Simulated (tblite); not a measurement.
# C6H14NP: the cost of one run

Programs: tblite 0.8.0 and PySCF 2.14.0, with density-fitted response routines of our own. Each step states its level of theory. These are calculated values for one molecule, in the gas phase or a continuum, unless marked as measured. Atoms are numbered from 0 throughout.

**1. The starting structure**

22 atoms, charge 0, multiplicity 1; geometry from: force field or distance geometry start.

Bonds of the start (Å): C0–C1 1.52, C1–C2 1.51, C2–C3 1.49, C3–P4 1.88, P4–N5 1.80, N5–C6 1.44, N5–C7 1.47, P4–C1 1.83, C0–H8 1.11, C0–H9 1.13, C0–H10 1.10, C1–H11 1.12, C2–H12 1.11, C2–H13 1.11, C3–H14 1.09, C3–H15 1.13, C6–H16 1.11, C6–H17 1.11, C6–H18 1.11, C7–H19 1.10, C7–H20 1.10, C7–H21 1.12.

**2. Optimising the geometry with GFN2-xTB**

What the job is given:

```
{"job": {"kind": "relax", "xc": "GFN2-xTB", "basis": "xTB"}, "charge": 0, "multiplicity": 1}
C     -2.411900    -1.402200     0.297300
C     -1.438000    -0.281500     0.622800
C     -2.022600     1.003700     0.094100
C     -0.655700     1.520400    -0.219000
P     -0.004200    -0.214500    -0.515700
N      1.626600    -0.273400     0.243900
C      2.427800    -1.373000    -0.231200
C      2.293100     0.943500    -0.243800
H     -2.077200    -1.869400    -0.649600
H     -3.421500    -0.930200     0.106300
H     -2.507400    -2.136400     1.111800
H     -1.186500    -0.252300     1.712100
H     -2.589100     0.835800    -0.844400
H     -2.566600     1.601900     0.849900
H     -0.525800     2.121000    -1.118000
H     -0.202800     1.934500     0.733800
H      2.122800    -1.669800    -1.255300
H      3.486500    -1.024100    -0.235400
H      2.413600    -2.252300     0.446700
H      3.377200     0.822100    -0.352400
H      1.971600     1.834200     0.325200
H      1.879700     1.081200    -1.280800
```

The run is started by

```
OMP_NUM_THREADS=1 python probes_run.py task.json out
```

This one command runs all jobs of the session in turn.

Q: Estimate the wall time and peak memory of this first job on 1 thread of AMD EPYC 7R13, shared host.

About 1.1 s, with a peak of 0.18 GiB.
